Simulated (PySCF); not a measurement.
# BrH (BrH): the cost of one run

Programs: PySCF 2.14.0, with routines of our own; each step states its level. All values are computed. Atoms count from 0.

## 1. The system as given

2 atoms, charge 0, multiplicity 1; geometry from: GFN2-xTB.

## 2. Geometry optimisation at PBE/cc-pVDZ

The job: settings as JSON, then the geometry in Å.

```
{"job": {"xc": "PBE", "basis": "cc-pVDZ", "grid": 1, "kind": "geom"}, "charge": 0, "multiplicity": 1}
Br     0.702091    -0.002743    -0.003020
H     -0.699334     0.004011    -0.011129
```

The run is started by

```
OMP_NUM_THREADS=1 python excited_run.py task.json out
```

The driver reads the jobs from task.json and runs them one after another.

Q: Estimate the wall time and peak memory of this first job on 1 thread of Arm Neoverse V1, shared host.

About 2.1 s, with a peak of 0.24 GiB.
